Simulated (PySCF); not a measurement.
# Ge3H8: geometry, NMR shifts, spin-spin couplings and electronic excitations

Wanted: the NMR shifts, spin-spin couplings and electronic excitations of Ge3H8 (`[GeH3][GeH2][GeH3]`), by calculation.

Programs: PySCF 2.14.0, with density-fitted response routines of our own. Each step states its level of theory. These are calculated values for one molecule in the gas phase, unless marked as measured. Atoms count from 0, in the outputs and in this text.

1 further run of the same task is left out (it didn't finish).

## (1) The starting structure

11 atoms, charge 0, multiplicity 1; geometry from: GFN2-xTB.

Bonds of the start (Å): Ge0–Ge1 2.38, Ge1–Ge2 2.38, Ge0–H3 1.50, Ge0–H4 1.50, Ge0–H5 1.50, Ge1–H6 1.51, Ge1–H7 1.51, Ge2–H8 1.50, Ge2–H9 1.50, Ge2–H10 1.50.

## (2) Relaxing the molecule at PBE0-D3(BJ)/def2-SVP

What the job is given:

```
{"job": {"xc": "PBE0", "basis": "def2-SVP", "d3": "d3bj", "grid": 1, "kind": "geom"}, "charge": 0, "multiplicity": 1}
Ge     1.937180     0.716430    -0.007140
Ge     0.163520    -0.868090    -0.124540
Ge    -2.062680    -0.052350     0.090660
H      3.293550     0.094420    -0.154020
H      1.871710     1.778340    -1.064880
H      1.983110     1.464860     1.291800
H      0.407460    -1.946760     0.907500
H      0.274050    -1.643790    -1.417630
H     -2.472630     0.851540    -1.034530
H     -2.288940     0.749580     1.337700
H     -3.095480    -1.138830     0.123150
```

Command:

```bash
$ OMP_NUM_THREADS=1 python probes_run.py task.json out
```

This one command runs all jobs of the session in turn.

The program printed:

```text
step   0  E = -6234.24228879  max force = 0.014818
step   1  E = -6234.24917780  max force = 0.008466
step   2  E = -6234.24974098  max force = 0.003912
step   3  E = -6234.24991316  max force = 0.000858
step   4  E = -6234.24994663  max force = 0.000934
step   5  E = -6234.24998417  max force = 0.000667
step   6  E = -6234.24998748  max force = 0.000362
optimisation converged
```

It took 71 s on 1 thread of Arm Neoverse V1, shared host; peak memory 0.57 GiB.

Step by step:

```
step  energy from step 0 (eV)  largest force component (eV/Å)
   0                   0.0000                          0.7620
   1                  -0.1875                          0.4353
   2                  -0.2028                          0.2012
   3                  -0.2075                          0.0441
   4                  -0.2084                          0.0480
   5                  -0.2094                          0.0343
   6                  -0.2095                          0.0186
```

Close pairs (by a distance rule), those that changed most:

| bond | before (Å) | after (Å) | change (Å) |
| --- | --- | --- | --- |
| Ge1–Ge2 | 2.381 | 2.424 | +0.043 |
| Ge0–Ge1 | 2.381 | 2.422 | +0.041 |
| Ge0–H3 | 1.499 | 1.540 | +0.041 |
| Ge2–H10 | 1.499 | 1.540 | +0.041 |
| Ge0–H5 | 1.500 | 1.540 | +0.041 |
| Ge2–H9 | 1.500 | 1.540 | +0.040 |
| Ge0–H4 | 1.500 | 1.540 | +0.040 |
| Ge2–H8 | 1.500 | 1.540 | +0.040 |

The end geometry stands in the next job.

```csv
at the end point,value
point group (found at 0.08 Å tolerance),C2
"rotational constants (GHz, main isotopes)","4.285, 0.798, 0.690"
dipole moment (D),0.06
```

## (3) Nuclear shieldings: PBE0/pcSseg-1

What the job is given:

```
{"job": {"kind": "nmr", "xc": "PBE0", "basis": "pcSseg-1"}, "charge": 0, "multiplicity": 1}
Ge     1.887332     0.736457    -0.016491
Ge     0.187720    -0.986457    -0.110582
Ge    -2.021978    -0.010904     0.090460
H      3.297905     0.136972    -0.167394
H      1.660159     1.756596    -1.147816
H      1.808247     1.477059     1.331831
H      0.413972    -2.007997     1.021960
H      0.294138    -1.733202    -1.456138
H     -2.281055     0.939800    -1.093184
H     -2.124277     0.796520     1.398138
H     -3.111313    -1.099493     0.097287
```

Level: GIAO PBE0/pcSseg-1 NMR shielding, non-relativistic, gas phase.

The program printed:

```text
coarse grid: 42024 points
cycle   1  E = -6234.2713890671  dE = -2.170e+00  |g| = 1.398e+00  |ddm| = 3.176e+00
cycle   2  E = -6234.2475496044  dE =  2.384e-02  |g| = 1.314e+00  |ddm| = 1.080e+00
cycle   3  E = -6234.3661374474  dE = -1.186e-01  |g| = 1.203e-01  |ddm| = 7.116e-01
cycle   4  E = -6234.3676613564  dE = -1.524e-03  |g| = 1.822e-02  |ddm| = 1.068e-01
cycle   5  E = -6234.3677745160  dE = -1.132e-04  |g| = 3.527e-03  |ddm| = 2.677e-02
cycle   6  E = -6234.3677762490  dE = -1.733e-06  |g| = 1.339e-03  |ddm| = 3.030e-03
final grid: 82096 points
cycle   7  E = -6234.3677284143  dE = -3.746e-08  |g| = 1.545e-03  |ddm| = 2.332e-03
cycle   8  E = -6234.3677283420  dE =  7.234e-08  |g| = 1.858e-03  |ddm| = 2.074e-03
cycle   9  E = -6234.3677286673  dE = -3.254e-07  |g| = 8.789e-05  |ddm| = 1.069e-03
cycle  10  E = -6234.3677286689  dE = -1.596e-09  |g| = 7.317e-06  |ddm| = 9.193e-05
cycle  11  E = -6234.3677286690  dE = -1.546e-11  |g| = 3.926e-06  |ddm| = 1.047e-05
converged SCF energy = -6234.3677286690

GIAO shielding tensors (ppm)
atom      isotropic    diamagn.    paramagn.     s11        s22        s33       span
  0 Ge    1649.529    2756.312   -1106.783   1633.688   1640.891   1674.009     40.321
  1 Ge    1667.722    2756.523   -1088.801   1660.752   1670.262   1672.151     11.399
  2 Ge    1649.499    2756.303   -1106.804   1634.016   1640.511   1673.971     39.955
  3 H       27.435      28.013      -0.578     20.682     21.989     39.634     18.952
  4 H       27.635      28.461      -0.825     20.886     23.100     38.920     18.033
  5 H       27.629      28.445      -0.816     20.900     23.042     38.945     18.045
  6 H       27.683      28.992      -1.308     20.858     22.378     39.814     18.956
  7 H       27.682      29.008      -1.326     20.898     22.384     39.765     18.867
  8 H       27.629      28.441      -0.812     20.922     23.006     38.958     18.036
  9 H       27.634      28.462      -0.828     20.865     23.128     38.910     18.044
 10 H       27.436      28.015      -0.579     20.681     21.996     39.630     18.948
```

Wall time 26 s (1 thread of Arm Neoverse V1, shared host); peak memory 1.1 GiB.

Shifts follow as δ = σ(reference) − σ, with reference shieldings (ppm) from runs at the same level and on the same kind of geometry: 1H TMS 31.27, 73Ge GeMe4 1330. The references are single molecules in the gas phase. Atoms listed in one row are averaged.

| atoms | environment | σ (ppm) | δ (ppm) |
| --- | --- | --- | --- |
| H3, H4, H5, H8, H9, H10 | hydrogen on a germanium bonded to Ge | 27.57 | 3.70 |
| H6, H7 | hydrogen on a germanium bonded to 2 Ge | 27.68 | 3.58 |
| Ge0, Ge2 | germanium bonded to Ge, 3 H | 1650 | -319 |
| Ge1 | germanium bonded to 2 Ge, 2 H | 1668 | -337 |

The run also stored atomic charges by several schemes (e):

| atoms | Mulliken | IAO | Hirshfeld | ESP fit |
| --- | --- | --- | --- | --- |
| Ge0, Ge2 | 0.00 | 0.21 | 0.20 | 0.10 |
| Ge1 | -0.11 | 0.10 | 0.14 | 0.07 |

Mayer bond orders: Ge0–Ge1 0.91, Ge1–Ge2 0.91.

The fields below are evaluated on a grid from the run's orbitals.

Frontier orbitals at PBE0/pcSseg-1, with the share of their density that lies nearest to each atom:

```
orbital  energy (eV)                                                      lies on
   HOMO        -7.96   Ge1 30 %; Ge0, Ge2 about 17 % each; H3, H10 about 9 % each
   LUMO        -0.04  Ge1 19 %; H3, H10 about 16 % each; Ge0, Ge2 about 15 % each
```

ELF in a plane through or near 5 of the atoms.

Ten even steps from ' ' (0.00) to '@' (1.00):
```
                                                        
                                                        
                                                        
                                                        
                                                        
                ......            ......                
            ..::------..        ..--==--::..            
            ..::....::::..    ..::::..::::..            
        ::--==..==**--::--::::--::--**==..==--::        
      --%%@@%%::**==++--##++++##--++++**::%%@@%%--      
      ##@@@@@@%%::::..%%++....++##::::::@@@@@@@@##      
      ##@@@@@@@@**==####..****..####==**@@@@@@@@%%      
      ++@@@@@@@@==--++++::##**::==++--==@@@@@@@@==      
        **@@@@++....::--..::::..--::....++@@@@**        
                      ..::----::..                      
                        ..::....                        
                                                        
                                                        
                                                        
                                                        
```
The map spans 11.7 Å across and 9.1 Å up, centred on the molecule. Atoms in the plane (x, y in Å): Ge0 (-2.0, 0.4), Ge1 (0.0, -1.0), Ge2 (2.0, 0.4), H3 (-3.3, -0.5), H10 (3.3, -0.5).

log10 of the density (e/Å³) in the same plane.

Ten even steps from '0' (-4.0) to '9' (2.6):
```
0000000000000000000000000000
0000000000000000000000000000
0000000011100000011100000000
0000001122211001122211000000
0000112222222112222222110000
0000122333332222333332210000
0001223444443333444443221000
0012234455544334455544322100
0012334578654444568754432100
0012345579755445579755432100
0123456566555665556656543210
0023456555556886555555543210
0012344444456886544444432100
0012233333445665443333322100
0001122222344444432222211000
0000011112233443322111100000
0000000011223333221100000000
0000000001122222210000000000
0000000000001111000000000000
0000000000000000000000000000
```
The map spans 11.7 Å across and 9.1 Å up, centred on the molecule. Atoms in the plane (x, y in Å): Ge0 (-2.0, 0.4), Ge1 (0.0, -1.0), Ge2 (2.0, 0.4), H3 (-3.3, -0.5), H10 (3.3, -0.5).

On the surface of density 0.002 e/bohr³ the electrostatic potential runs, from the 1st to the 99th percentile, from 0.08 to 0.89 V.

## (4) Indirect couplings: B3LYP/pcSseg-1+pcJ-1

Same as in step 3 but for these lines:

```diff
@@ -1,2 +1,2 @@
-{"job": {"kind": "nmr", "xc": "PBE0", "basis": "pcSseg-1"}, "charge": 0, "multiplicity": 1}
+{"job": {"kind": "j", "xc": "B3LYP", "basis": "pcJ-1"}, "charge": 0, "multiplicity": 1}
 Ge     1.887332     0.736457    -0.016491
```

With the program's defaults for keys left out, this is: B3LYP/pcJ-1 Ge:pcSseg-1 indirect spin-spin coupling, non-relativistic, gas phase.

The program printed:

```text
coarse grid: 42024 points
cycle   1  E = -6235.2206037506  dE = -2.139e+00  |g| = 1.507e+00  |ddm| = 2.962e+00
cycle   2  E = -6235.1785315747  dE =  4.207e-02  |g| = 1.490e+00  |ddm| = 1.210e+00
cycle   3  E = -6235.3325468754  dE = -1.540e-01  |g| = 1.337e-01  |ddm| = 8.330e-01
cycle   4  E = -6235.3345637928  dE = -2.017e-03  |g| = 2.500e-02  |ddm| = 1.364e-01
cycle   5  E = -6235.3347821780  dE = -2.184e-04  |g| = 4.701e-03  |ddm| = 3.653e-02
cycle   6  E = -6235.3347851356  dE = -2.958e-06  |g| = 1.653e-03  |ddm| = 4.201e-03
final grid: 82096 points
cycle   7  E = -6235.3347308163  dE =  1.731e-08  |g| = 2.007e-03  |ddm| = 2.880e-03
cycle   8  E = -6235.3347306224  dE =  1.939e-07  |g| = 2.540e-03  |ddm| = 2.891e-03
cycle   9  E = -6235.3347312682  dE = -6.459e-07  |g| = 1.312e-04  |ddm| = 1.542e-03
cycle  10  E = -6235.3347312716  dE = -3.372e-09  |g| = 1.058e-05  |ddm| = 1.291e-04
cycle  11  E = -6235.3347312716  dE =  0.000e+00  |g| = 3.776e-06  |ddm| = 1.357e-05
converged SCF energy = -6235.3347312716

Indirect spin-spin couplings (Hz)
  i      j    bonds     total        FC       PSO       DSO        SD
  3 H    4 H    2      6.903     9.630     1.180    -3.907         -
  3 H    5 H    2      6.871     9.590     1.178    -3.897         -
  3 H    6 H    3     -1.269    -0.850     0.221    -0.640         -
  3 H    7 H    3     -1.152    -0.777     0.205    -0.581         -
  3 H    8 H    4     -1.713    -0.406     0.529    -1.836         -
  3 H    9 H    4     -1.811    -0.478     0.538    -1.870         -
  3 H   10 H    4      5.805     7.286     0.601    -2.082         -
  4 H    5 H    2      5.876     8.525     1.152    -3.801         -
  4 H    6 H    3     14.634    17.367     1.042    -3.775         -
  4 H    7 H    3     -1.581    -1.202     0.207    -0.586         -
  4 H    8 H    4      0.780    -0.091    -0.331     1.202         -
  4 H   10 H    4     -1.806    -0.462     0.542    -1.885         -
  5 H    6 H    3     -1.577    -1.197     0.208    -0.588         -
  5 H    7 H    3     14.441    17.171     1.041    -3.772         -
  5 H    8 H    4     -0.236     0.200     0.211    -0.647         -
  5 H    9 H    4      0.821    -0.090    -0.348     1.259         -
  5 H   10 H    4     -1.724    -0.430     0.523    -1.817         -
  6 H    7 H    2      5.338     7.706     1.074    -3.442         -
  6 H    8 H    3     14.388    17.113     1.040    -3.765         -
  6 H    9 H    3     -1.729    -1.254     0.243    -0.717         -
  6 H   10 H    3     -1.049    -0.719     0.188    -0.519         -
  7 H    8 H    3     -1.391    -1.107     0.173    -0.457         -
  7 H    9 H    3     14.509    17.235     1.040    -3.766         -
  7 H   10 H    3     -1.350    -0.889     0.237    -0.698         -
  8 H    9 H    2      5.983     8.640     1.155    -3.811         -
  8 H   10 H    2      6.870     9.598     1.181    -3.908         -
  9 H   10 H    2      6.903     9.620     1.177    -3.895         -
```

Run time: 37 s. Hardware: 1 thread of Arm Neoverse V1, shared host; peak memory 0.89 GiB.

Couplings of 1 Hz or more, nine at most for each number of bonds, with means over like pairs (isotopes 1H):

```csv
pair,bonds,J (Hz),Fermi contact (Hz)
H3–H4,2,6.6,9.3
H6–H7,2,5.3,7.7
H3–H6,3,3.9,5.1
```

The spin-dipole term was not solved, so all couplings lack that part.

The response was solved for the nuclei of H alone, so couplings that need other nuclei can be missing.

Quadrupole couplings from the field gradients of the same density:

```
atom  isotope  eQq/h (MHz)     η
 Ge1     73Ge        -10.2  0.43
 Ge2     73Ge       -9.810  0.04
 Ge0     73Ge       -9.570  0.04
```

Shifts (PBE0/pcSseg-1, unscaled) and these couplings together give the proton spectrum at 400 MHz below.

1H NMR δ 3.70 (t, J = 3.9 Hz, 6H), 3.58 (sept, J = 3.9 Hz, 2H). The letters are first-order; like nuclei with unlike couplings give more lines.

## (5) TDDFT and polarisability: CAM-B3LYP/def2-SVPD

Same as in step 4 but for these lines:

```diff
@@ -1,2 +1,2 @@
-{"job": {"kind": "j", "xc": "B3LYP", "basis": "pcJ-1"}, "charge": 0, "multiplicity": 1}
+{"job": {"kind": "uv", "xc": "CAM-B3LYP", "basis": "def2-SVPD", "ip": true}, "charge": 0, "multiplicity": 1}
 Ge     1.887332     0.736457    -0.016491
```

Method: TDDFT CAM-B3LYP/def2-SVPD, vertical, gas phase, core orbitals frozen in the response.

The program printed:

```text
coarse grid: 42024 points
cycle   1  E = -6235.3475389180  dE = -2.022e+00  |g| = 6.108e-01  |ddm| = 3.254e+00
cycle   2  E = -6235.3532284055  dE = -5.689e-03  |g| = 5.997e-01  |ddm| = 7.747e-01
cycle   3  E = -6235.3860724893  dE = -3.284e-02  |g| = 1.256e-02  |ddm| = 4.065e-01
cycle   4  E = -6235.3861630196  dE = -9.053e-05  |g| = 3.335e-03  |ddm| = 6.402e-02
cycle   5  E = -6235.3861654941  dE = -2.475e-06  |g| = 1.488e-03  |ddm| = 6.296e-03
final grid: 82096 points
cycle   6  E = -6235.3861007926  dE = -9.063e-08  |g| = 1.535e-03  |ddm| = 3.082e-03
cycle   7  E = -6235.3861007717  dE =  2.096e-08  |g| = 1.624e-03  |ddm| = 2.249e-03
cycle   8  E = -6235.3861010106  dE = -2.389e-07  |g| = 1.626e-05  |ddm| = 1.170e-03
cycle   9  E = -6235.3861010108  dE = -2.110e-10  |g| = 8.637e-06  |ddm| = 5.331e-05
converged SCF energy = -6235.3861010108

Static polarisability (au): isotropic 104.239, principal 86.783 97.968 127.966

Singlet excitations
state   eV       nm        f      main configurations
  1   6.8681    180.5   0.29397   H->L 0.54, H->L+1 0.35
  2   6.9384    178.7   0.34149   H->L+1 0.60, H->L 0.33
  3   7.1331    173.8   0.05431   H->L+2 0.89
  4   7.1744    172.8   0.00060   H->L+4 0.68, H->L+3 0.27
  5   7.3673    168.3   0.12821   H->L+3 0.49, H->L+4 0.21, H-1->L+2 0.19
  6   7.5193    164.9   0.07914   H-1->L 0.85
  7   7.6362    162.4   0.13832   H-1->L+1 0.83
  8   7.6681    161.7   0.07825   H->L+5 0.61, H-1->L+2 0.16
  9   7.7248    160.5   0.12946   H-1->L+2 0.32, H->L+5 0.26, H->L+6 0.22
 10   8.0669    153.7   0.05738   H-1->L+4 0.33, H-2->L 0.27, H-1->L+3 0.23

Triplet excitations (Tamm-Dancoff, eV): 5.9479 6.3706 6.4875 6.6664
Vertical ionisation energy (delta-SCF) = 9.7198 eV
```

It took 85 s on 1 thread of Arm Neoverse V1, shared host; peak memory 0.96 GiB.

The orbitals next to the gap, with their largest atomic shares:

```
orbital      eV                         atoms
 HOMO−3  -11.00   Ge2 22 %, Ge0 22 %, H5 14 %
 HOMO−2  -10.58    Ge1 24 %, H6 14 %, H7 13 %
 HOMO−1   -9.75  Ge1 33 %, Ge0 15 %, Ge2 15 %
   HOMO   -9.00  Ge1 32 %, Ge2 22 %, Ge0 22 %
   LUMO    0.53  Ge2 22 %, Ge0 22 %, Ge1 14 %
 LUMO+1    0.75  Ge1 28 %, Ge0 19 %, Ge2 18 %
 LUMO+2    0.79  Ge2 23 %, Ge0 22 %, Ge1 17 %
```

With each of the 10 states as a Gaussian band of 0.4 eV half-width at 1/e, the curve within the window shown has maxima at 177 nm (ε 30,000) L/(mol cm). Beyond the last state computed it falls off for lack of states. The curve at chosen wavelengths:

```csv
nm,ε (L/mol/cm)
148,2117
150,3785
152,6200
154,9360
156,13031
158,16721
160,19844
162,21989
164,23143
166,23695
168,24225
170,25187
172,26665
173,27507
175,29042
177,29844
179,29405
181,27541
183,24423
185,20488
187,16276
189,12266
191,8792
193,6009
195,3927
197,2460
```

Leading natural transition orbitals of singlet state 2: the hole lies on Ge1 31 %; Ge0, Ge2 about 18 % each; H3, H10 about 8 % each; the particle on H6, H7 about 17 % each; Ge1 14 %; H3, H10 about 8 % each.

Leading natural transition orbitals of singlet state 1: the hole lies on Ge1 31 %; Ge0, Ge2 about 18 % each; H3, H10 about 7 % each; the particle on H3, H10 about 13 % each; Ge0, Ge1, Ge2 about 9 % each; 4 H atoms about 9 % each.

Ground-state properties from the same run:

```csv
property,computed
dipole moment (D),0.09
polarisability (Å³),15.45
HOMO–LUMO gap (eV),9.53
−ε(HOMO) (eV),9.00
```

## (6) Shielding tensors: PBE0/pcSseg-2

Same as in step 5 but for these lines:

```diff
@@ -1,2 +1,2 @@
-{"job": {"kind": "uv", "xc": "CAM-B3LYP", "basis": "def2-SVPD", "ip": true}, "charge": 0, "multiplicity": 1}
+{"job": {"kind": "nmr", "xc": "PBE0", "basis": "pcSseg-2", "pop": false}, "charge": 0, "multiplicity": 1}
 Ge     1.887332     0.736457    -0.016491
```

Level: GIAO PBE0/pcSseg-2 NMR shielding, non-relativistic, gas phase.

The program printed:

```text
coarse grid: 42024 points
cycle   1  E = -6235.0402958783  dE = -2.222e+00  |g| = 1.700e+00  |ddm| = 2.315e+00
cycle   2  E = -6234.9734851627  dE =  6.681e-02  |g| = 1.853e+00  |ddm| = 6.627e-01
cycle   3  E = -6235.1477112961  dE = -1.742e-01  |g| = 1.627e-01  |ddm| = 4.465e-01
cycle   4  E = -6235.1494907716  dE = -1.779e-03  |g| = 1.883e-02  |ddm| = 6.343e-02
cycle   5  E = -6235.1495862976  dE = -9.553e-05  |g| = 4.080e-03  |ddm| = 1.874e-02
cycle   6  E = -6235.1495890779  dE = -2.780e-06  |g| = 1.841e-03  |ddm| = 2.493e-03
final grid: 82096 points
cycle   7  E = -6235.1495786919  dE =  1.661e-08  |g| = 2.480e-03  |ddm| = 2.429e-03
cycle   8  E = -6235.1495784036  dE =  2.883e-07  |g| = 3.390e-03  |ddm| = 1.678e-03
cycle   9  E = -6235.1495791124  dE = -7.089e-07  |g| = 1.099e-04  |ddm| = 8.871e-04
cycle  10  E = -6235.1495791152  dE = -2.708e-09  |g| = 1.143e-05  |ddm| = 9.432e-05
cycle  11  E = -6235.1495791152  dE = -1.728e-11  |g| = 6.104e-06  |ddm| = 1.176e-05
converged SCF energy = -6235.1495791152

GIAO shielding tensors (ppm)
atom      isotropic    diamagn.    paramagn.     s11        s22        s33       span
  0 Ge    1652.699    2755.619   -1102.920   1638.143   1646.207   1673.747     35.604
  1 Ge    1671.183    2756.482   -1085.299   1666.558   1669.945   1677.047     10.489
  2 Ge    1652.680    2755.610   -1102.930   1638.503   1645.838   1673.698     35.194
  3 H       27.381      27.842      -0.462     20.649     21.961     39.532     18.883
  4 H       27.600      28.783      -1.183     20.903     23.022     38.876     17.972
  5 H       27.596      28.760      -1.164     20.918     22.966     38.904     17.987
  6 H       27.602      28.730      -1.129     20.849     22.297     39.659     18.810
  7 H       27.602      28.747      -1.145     20.893     22.299     39.614     18.722
  8 H       27.596      28.750      -1.154     20.940     22.930     38.917     17.977
  9 H       27.600      28.790      -1.191     20.882     23.051     38.866     17.983
 10 H       27.381      27.845      -0.464     20.648     21.968     39.528     18.880
```

It took 54 s on 1 thread of Arm Neoverse V1, shared host; peak memory 1.4 GiB.

This run: δ Ge0 -315, Ge1 -334, H3 3.72, H6 3.64 ppm (means over like atoms).

## (7) Run by run: NMR shifts

Shifts (ppm), means over like atoms, with basis size and wall time:

```
          run    H3    H6   Ge0   Ge1  functions  time
PBE0/pcSseg-1  3.70  3.58  -319  -337        163  26 s
PBE0/pcSseg-2  3.72  3.64  -315  -334        301  54 s
```

## (8) Outcome

| quantity | value |
| --- | --- |
| point group | C2 |
| rotational constants (main isotopes) | 4.29, 0.80, 0.69 GHz |
| 1H shifts against TMS (PBE0/pcSseg-1, means over atoms taken as alike) | 3.70, 3.58 ppm |
| 73Ge shifts against GeMe4 (PBE0/pcSseg-1, means over atoms taken as alike) | -319, -337 ppm |
| surface potential, 1st and 99th percentile | 0.08 V and 0.89 V |
| largest coupling of the table (B3LYP/pcSseg-1+pcJ-1) | 2J(H,H) H3–H4, 6.6 Hz |
| lowest singlet (CAM-B3LYP/def2-SVPD) | 6.87 eV (181 nm), f = 0.294 |
| brightest single state of those computed | state 2, 6.94 eV, f = 0.341 |
| lowest triplet | 5.95 eV |
| vertical ionisation energy (ΔSCF) | 9.72 eV |
| range of the shift of Ge0 | -319 to -315 ppm |

What this shows: Over 6 steps the energy fell by 0.209 eV; of the close pairs, Ge1–Ge2 changed most, 2.381 to 2.424 Å. No frequency check was run at this level, so the end point may be a saddle. At PBE0/pcSseg-1: The largest span, 40 ppm, is at Ge0, Ge2, where the paramagnetic term is -1107 ppm. Of the pairs tabulated at B3LYP/pcSseg-1+pcJ-1, H3–H4 (mean over like pairs) couples most strongly (6.6 Hz; Fermi contact 9.3 Hz). The first singlet state (HOMO→LUMO 0.54, HOMO→LUMO+1 0.35) lies at 6.87 eV and is bright; of the 10 states computed, the strongest absorption comes from state 2 at 6.94 eV. The lowest triplet lies 0.92 eV below the lowest singlet (triplets in Tamm-Dancoff, singlets in full TDDFT). The orbital energy would give 9.00 eV for ionisation, ΔSCF gives 9.72 eV. In ppm, Ge0 (with its like atoms) moves most: its shift spreads over 4 ppm, from -319 (PBE0/pcSseg-1) to -315 (PBE0/pcSseg-2). Spin-orbit coupling is left out, which matters for shieldings and couplings at and beside the heavy atoms.
